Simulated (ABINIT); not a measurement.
# NbTe (P-6m2) in ABINIT: equation of state

How stiff is NbTe in PBE, and what volume does it want? The cell is scaled to several volumes.

All numbers are computed with ABINIT 10.8.3 (patched build); they aren't measurements. Logs are shortened: lines on timing, memory, paths and dates and some standing lists are left out, and cuts for length are marked. The log counts tension as positive stress, the text compression.

## Step 1: The crystal as given

The structure is hexagonal, space group P-6m2 (No. 187). The conventional cell has a = 3.703 Å, b = 3.703 Å, c = 3.694 Å, α = 90.00°, β = 90.00°, γ = 120.00°. Te (site symmetry -6m2) is surrounded by 6 Nb at 2.83 Å. Nb (site symmetry -6m2) has 6 Te at 2.83 Å as nearest neighbours.

The cell comes from a database or a generator and needn't be the stable form of this composition.

## Step 2: Equation of state, PBE

File run.abi:

```
ndtset 7
getwfk -1
scalecart1 3*0.9795861087
scalecart2 3*0.9864848297
scalecart3 3*0.9932883884
scalecart4 3*1.0000000000
scalecart5 3*1.0066227096
scalecart6 3*1.0131594038
scalecart7 3*1.0196128224

pp_dirpath "./"
pseudos "Te.GGA_PBE-JTH.xml, Nb.GGA_PBE-JTH.xml"

acell 3.7029743866 3.7029743866 3.694211 Angstrom
rprim
     1.0000000000     0.0000000000     0.0000000000
    -0.5000000000     0.8660254038     0.0000000000
     0.0000000000     0.0000000000     1.0000000000
ntypat 2
znucl 52 41
natom 2
typat 1 2
xred
     0.6666666667     0.3333333333     0.0000000000
     0.0000000000     0.0000000000     0.5000000000

ecut 16.0
pawecutdg 32.0
pawxcdev 0

kptopt 1
ngkpt 8 8 7
nshiftk 1
shiftk 0.0 0.0 0.0

ixc 11

nband 14
occopt 3
tsmear 0.05 eV

nstep 100
tolvrs 1.0e-9

iomode 3
prtwf 1
prtden 0
prteig 0
prtebands 0
```

Potentials or basis: JTH PAW PBE v2.0.

The run is started by

```bash
$ abinit run.abi > log 2>&1
```

run.abo:

```text
.Version 10.8.3 of ABINIT
 DATASET    1 : space group P-6 m 2 (#187); Bravais hP (primitive hexag.)
================================================================================
 Values of the parameters that define the memory need for DATASET  1.
     intxc =       0    ionmov =       0      iscf =      17    lmnmax =      18
     lnmax =       6     mgfft =      27  mpssoang =       3    mqgrid =    3001
     natom =       2  nloc_mem =       2    nspden =       1   nspinor =       1
    nsppol =       1      nsym =      12    n1xccc =       1    ntypat =       2
    occopt =       3   xclevel =       2
       mpw =         860          nfft =       19683          nkpt =          40
 PAW method is used; the additional fine FFT grid is defined by:
   mgfftf=        36    nfftf =     46656
================================================================================
================================================================================
[... 71 lines left out ...]
 DATASET    7 : space group P-6 m 2 (#187); Bravais hP (primitive hexag.)
================================================================================
 Values of the parameters that define the memory need for DATASET  7.
     intxc =       0    ionmov =       0      iscf =      17    lmnmax =      18
     lnmax =       6     mgfft =      27  mpssoang =       3    mqgrid =    3001
     natom =       2  nloc_mem =       2    nspden =       1   nspinor =       1
    nsppol =       1      nsym =      12    n1xccc =       1    ntypat =       2
    occopt =       3   xclevel =       2
       mpw =         979          nfft =       19683          nkpt =          40
 PAW method is used; the additional fine FFT grid is defined by:
   mgfftf=        40    nfftf =     64000
================================================================================
================================================================================

--------------------------------------------------------------------------------
------------- Echo of variables that govern the present computation ------------
--------------------------------------------------------------------------------
 -outvars: echo values of preprocessed input variables --------
            acell      6.9976074419E+00  6.9976074419E+00  6.9810470413E+00 Bohr
              amu      1.27600000E+02  9.29063800E+01
             ecut      1.60000000E+01 Hartree
           getwfk          -1
              ixc          11
           jdtset        1    2    3    4    5    6    7
         kptrlatt        8    0    0      0    8    0      0    0    7
          kptrlen1     4.78697569E+01
          kptrlen2     4.82068790E+01
          kptrlen3     4.85393508E+01
          kptrlen4     4.88673293E+01
          kptrlen5     4.91909634E+01
          kptrlen6     4.95103942E+01
          kptrlen7     4.98257555E+01
            natom           2
            nband          14
           ndtset           7
            ngfft          27      27      27
          ngfftdg1         36      36      36
          ngfftdg2         36      36      36
          ngfftdg3         36      36      36
          ngfftdg4         36      36      36
          ngfftdg5         36      36      36
          ngfftdg6         40      40      40
          ngfftdg7         40      40      40
             nkpt          40
            nstep         100
             nsym          12
           ntypat           2
           occopt           3
        pawecutdg      3.20000000E+01 Hartree
         pawxcdev           0
           prtden           0
        prtebands           0
           prteig           0
            rprim1     9.7958610870E-01  0.0000000000E+00  0.0000000000E+00
                      -4.8979305435E-01  8.4834645534E-01  0.0000000000E+00
                       0.0000000000E+00  0.0000000000E+00  9.7958610870E-01
            rprim2     9.8648482970E-01  0.0000000000E+00  0.0000000000E+00
                      -4.9324241485E-01  8.5432092298E-01  0.0000000000E+00
                       0.0000000000E+00  0.0000000000E+00  9.8648482970E-01
            rprim3     9.9328838840E-01  0.0000000000E+00  0.0000000000E+00
                      -4.9664419420E-01  8.6021297765E-01  0.0000000000E+00
                       0.0000000000E+00  0.0000000000E+00  9.9328838840E-01
            rprim4     1.0000000000E+00  0.0000000000E+00  0.0000000000E+00
                      -5.0000000000E-01  8.6602540380E-01  0.0000000000E+00
[... 30 lines left out ...]
                       3.4273798057E-10 -1.9787986535E-10  3.4192683529E+00
            xcart2     3.4515167932E+00  1.9927341493E+00  0.0000000000E+00
                       3.4515170784E-10 -1.9927343144E-10  3.4433485008E+00
            xcart3     3.4753211097E+00  2.0064775778E+00  0.0000000000E+00
                       3.4753213969E-10 -2.0064777440E-10  3.4670964825E+00
            xcart4     3.4988037213E+00  2.0200352700E+00  0.0000000000E+00
                       3.4988040105E-10 -2.0200399227E-10  3.4905235207E+00
            xcart5     3.5219752823E+00  2.0334133769E+00  0.0000000000E+00
                       3.5219755734E-10 -2.0334135454E-10  3.5136402443E+00
            xcart6     3.5448458923E+00  2.0466177298E+00  0.0000000000E+00
                       3.5448461852E-10 -2.0466178993E-10  3.5364567291E+00
            xcart7     3.5674251373E+00  2.0596538630E+00  0.0000000000E+00
                       3.5674254321E-10 -2.0596540336E-10  3.5589825386E+00
             xred      6.6666666670E-01  3.3333333330E-01  0.0000000000E+00
                       3.3333336091E-11 -3.3333336091E-11  5.0000000000E-01
            znucl       52.00000   41.00000

================================================================================

 chkinp: Checking input parameters for consistency, jdtset=   1.

 chkinp: Checking input parameters for consistency, jdtset=   2.
[... 40 lines left out ...]
 getcut: wavevector=  0.0000  0.0000  0.0000  ngfft=  36  36  36
         ecut(hartree)=     32.000   => boxcut(ratio)=   2.06239

--- Pseudopotential description ------------------------------------------------
- pspini: atom type   1  psp file is ./Te.GGA_PBE-JTH.xml
 Pseudopotential format is: paw10
 basis_size (lnmax)=  4 (lmn_size=  8), orbitals=   0   0   1   1
 Spheres core radius: rc_sph= 2.31107438
 Shapefunction is SIN type: shapef(r)=[sin(pi*r/rshp)/(pi*r/rshp)]**2
 Radius for shape functions =  2.10488624
 Compensation charge density is not taken into account in XC energy/potential

- pspini: atom type   2  psp file is ./Nb.GGA_PBE-JTH.xml
 Pseudopotential format is: paw10
 basis_size (lnmax)=  6 (lmn_size= 18), orbitals=   0   0   1   1   2   2
 Spheres core radius: rc_sph= 2.22094190
 Shapefunction is BESSEL type: shapef(r,l)=aa(1,l)*jl(q(1,l)*r)+aa(2,l)*jl(q(2,l)*r)
 Radius for shape functions =  1.90969629
 Compensation charge density is not taken into account in XC energy/potential

   2.39065742E+03                                ecore*ucvol(ha*bohr**3)
--------------------------------------------------------------------------------

================================================================================

--- !BeginCycle
iteration_state: {dtset: 1, }
solver: {iscf: 17, nstep: 100, nline: 4, wfoptalg: 10, }
tolerances: {tolvrs: 1.00E-09, }
...
[... 903 lines left out ...]
 getcut: wavevector=  0.0000  0.0000  0.0000  ngfft=  40  40  40
         ecut(hartree)=     32.000   => boxcut(ratio)=   2.21561

 getcut : COMMENT -
  Note that boxcut > 2.2 ; recall that boxcut=Gcut(box)/Gcut(sphere) = 2
  is sufficient for exact treatment of convolution.
  Such a large boxcut is a waste : you could raise ecut
  e.g. ecut=   39.271278 Hartrees makes boxcut=2

--------------------------------------------------------------------------------

-inwffil : will read wavefunctions from disk file runo_DS5_WFK.nc

================================================================================
[... 176 lines left out ...]
 getcut: wavevector=  0.0000  0.0000  0.0000  ngfft=  40  40  40
         ecut(hartree)=     32.000   => boxcut(ratio)=   2.20158

 getcut : COMMENT -
  Note that boxcut > 2.2 ; recall that boxcut=Gcut(box)/Gcut(sphere) = 2
  is sufficient for exact treatment of convolution.
  Such a large boxcut is a waste : you could raise ecut
  e.g. ecut=   38.775733 Hartrees makes boxcut=2

--------------------------------------------------------------------------------

-inwffil : will read wavefunctions from disk file runo_DS6_WFK.nc

================================================================================
[... 140 lines left out ...]
-Cartesian components of stress tensor (GPa)         [Pressure= -6.2675E+00 GPa]
- sigma(1 1)=  5.95121791E+00  sigma(3 2)=  0.00000000E+00
- sigma(2 2)=  5.95121789E+00  sigma(3 1)=  0.00000000E+00
- sigma(3 3)=  6.89997645E+00  sigma(2 1)=  0.00000000E+00

== END DATASET(S) ==============================================================
================================================================================

 -outvars: echo values of variables after computation  --------
            acell      6.9976074419E+00  6.9976074419E+00  6.9810470413E+00 Bohr
           etotal1    -6.5857228878E+01
           etotal2    -6.5858697058E+01
           etotal3    -6.5859546456E+01
           etotal4    -6.5859836540E+01
           etotal5    -6.5859635969E+01
           etotal6    -6.5858992073E+01
           etotal7    -6.5857954096E+01
            fcart1    -0.0000000000E+00 -0.0000000000E+00 -0.0000000000E+00
                      -0.0000000000E+00 -0.0000000000E+00 -0.0000000000E+00
            fcart2    -3.1205355614E-28 -1.8016420463E-28 -0.0000000000E+00
                       3.1205355614E-28  1.8016420463E-28 -0.0000000000E+00
            fcart3    -0.0000000000E+00 -0.0000000000E+00 -0.0000000000E+00
                      -0.0000000000E+00 -0.0000000000E+00 -0.0000000000E+00
            fcart4     6.1567219836E-28  3.5545850945E-28 -0.0000000000E+00
                      -6.1567219836E-28 -3.5545850945E-28 -0.0000000000E+00
            fcart5    -0.0000000000E+00 -0.0000000000E+00 -0.0000000000E+00
                      -0.0000000000E+00 -0.0000000000E+00 -0.0000000000E+00
[... 38 lines left out ...]
                       0.0000000000E+00  0.0000000000E+00  0.0000000000E+00
           xangst1     1.8136911352E+00  1.0471350649E+00  0.0000000000E+00
                       1.8136912851E-10 -1.0471351517E-10  1.8093988891E+00
           xangst2     1.8264640288E+00  1.0545094985E+00  0.0000000000E+00
                       1.8264641797E-10 -1.0545095858E-10  1.8221415546E+00
           xangst3     1.8390607306E+00  1.0617822077E+00  0.0000000000E+00
                       1.8390608825E-10 -1.0617822956E-10  1.8347084453E+00
           xangst4     1.8514871935E+00  1.0689566294E+00  0.0000000000E+00
                       1.8514873465E-10 -1.0689590915E-10  1.8471055000E+00
           xangst5     1.8637490555E+00  1.0760360187E+00  0.0000000000E+00
                       1.8637492095E-10 -1.0760361078E-10  1.8593383433E+00
           xangst6     1.8758516611E+00  1.0830234613E+00  0.0000000000E+00
                       1.8758518161E-10 -1.0830235510E-10  1.8714123071E+00
           xangst7     1.8878000830E+00  1.0899218859E+00  0.0000000000E+00
                       1.8878002390E-10 -1.0899219762E-10  1.8833324521E+00
             xred      6.6666666670E-01  3.3333333330E-01  0.0000000000E+00
                       3.3333336091E-11 -3.3333336091E-11  5.0000000000E-01
 Calculation completed.
```

Run time: 85 s. Hardware: 1 thread of Arm Neoverse V2, shared host; peak memory 0.14 GiB.

What came out:

- Equilibrium volume: 21.97 Å³/atom
- Bulk modulus at fixed shape and positions: 122 GPa
- Pressure derivative of the bulk modulus: 4.7

Energy against volume, from the lowest point:
```tsv
volume (Å³/atom)	energy (meV/atom)
20.618	35.48
21.057	15.50
21.496	3.95
21.934	0.00
22.373	2.73
22.812	11.49
23.250	25.61
```

Caveat: pressures at fixed basis lie under the slope of the energies; the cell was scaled at fixed shape and fractional positions, which overstates the stiffness of a crystal with free parameters, most of all of layers and chains. The run has no spin-orbit coupling, so splittings on Te are missing.
